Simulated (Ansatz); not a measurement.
# Cd, space group P6_3/mmc: a comparison of norm-conserving and PAW potentials

Computed with Ansatz 0.2.0, Python API.

`POSCAR_cd`
```text
Cd
1.0
   3.09306764    0.00000000    0.00000000
  -1.54653382    2.67867515    0.00000000
   0.00000000    0.00000000   10.43073696
Cd
4
Direct
   0.00000000    0.00000000    0.00000000
   0.33333333    0.66666667    0.25000000
   0.00000000    0.00000000    0.50000000
   0.66666667    0.33333333    0.75000000
```

At the Python prompt:
```pycon
>>> import ansatz as az
>>> from ase.io import read
>>> import numpy as np
>>> from tabulate import tabulate
>>> SETTINGS = {
...     "kgrid": (11, 11, 3),
...     "dispersion": "d3bjatm",
...     "filling": "fermi_dirac",
...     "tolerance": 1e-09,
... }
>>> def count_gap(report):
...     # lowest empty less highest filled band, counting bands; zero where they overlap
...     return max(report.get("gap_by_band_count_ev") or 0.0, 0.0)
...
>>> atoms = read("POSCAR_cd", format="vasp")
>>> structure = az.Crystal.from_ase(atoms)
>>> setup = (
...     structure.calculation()
...     .kpoints(*SETTINGS["kgrid"], center="gamma")
...     .eigensolver("auto", full_accuracy=True)
...     .functional(az.Functional.PBE, dispersion=SETTINGS["dispersion"])
...     .mixing("anderson", preconditioner="none")
...     .occupations(SETTINGS["filling"])
...     .scf(tolerance=SETTINGS["tolerance"], lower_state_search="standard")
...     .stress()
...     .forces()
...     .band_table()
... )
>>> variants = {
...     "PAW": setup.pseudopotentials("paw"),
...     "norm-conserving": setup.pseudopotentials("nc"),
... }
>>> rows = []
>>> for label, variant in variants.items():
...     data = variant.run(threads=1, pin="off").report
...     levels = np.array(data["eigenvalues_ev"][0]) - data["fermi_energy_ev"]
...     print(label, "levels at the first k-point near E_F:", np.round(levels[np.abs(levels) < 5], 3))
...     rows.append((label, data["n_electrons"], np.trace(data["stress_gpa"]) / 3, float(np.abs(data["forces_ev_ang"]).max()), count_gap(data)))
...
DeckWarning: basis.ecutwfc = 420 eV, auto-derived from the records' recommended cutoffs: set by Cd (normal level)
DeckWarning: output.stress: scf.convergence.dr2_threshold = 1e-9 eV is looser than the 4e-10 eV advised for a printed stress (1e-10 eV for each atom of the cell: 4). What an SCF threshold leaves in a stress goes as its square root, and in the free energy as the threshold itself, and one threshold admits the most on a small cell: of the crystals measured, under no hybrid functional and no lock of [...]
PAW levels at the first k-point near E_F: [-2.58  -1.749]
DeckWarning: basis.ecutwfc = 1071 eV, auto-derived from the records' recommended cutoffs: set by Cd (normal level)
norm-conserving levels at the first k-point near E_F: [-2.58 -1.75]
>>> print(tabulate(rows, headers=["treatment", "electrons in bands", "P GPa", "max force component eV/A", "gap by band count eV"], floatfmt=".4f", tablefmt="github"))
| treatment       |   electrons in bands |   P GPa |   max force component eV/A |   gap by band count eV |
|-----------------|----------------------|---------|----------------------------|------------------------|
| PAW             |              80.0000 | -0.5325 |                     0.0000 |                 0.0000 |
| norm-conserving |              80.0000 | -0.5180 |                     0.0000 |                 0.0000 |
```

PAW gives -0.533 GPa and norm-conserving -0.518 GPa, 0.015 GPa apart. They took 9.9 and 54.9 s of processor time.

What to keep in mind:
- The settings weren't tested for convergence.
- The computed bands are complete only to about 5.0 eV above the Fermi level.
- Dispersion corrections can be off by several per cent in the lattices of metals, and by several GPa in the pressure at a fixed cell.
- For a metal this k-point mesh is coarse: on a finer one energies can move by several to tens of meV an atom and pressures by half a GPa or more, differences at one mesh by less.
- A gap by band count of zero or less means overlapping bands, a metal.
- Gaps and levels are Kohn-Sham values on a finite set of k-points, without spin-orbit coupling.
- Warnings are shown shortened and without file and line.
- Stress is positive in compression.
- The whole script took 66 s on 1 thread of Arm Neoverse V1, with other jobs on the host, peak memory 0.74 GiB.
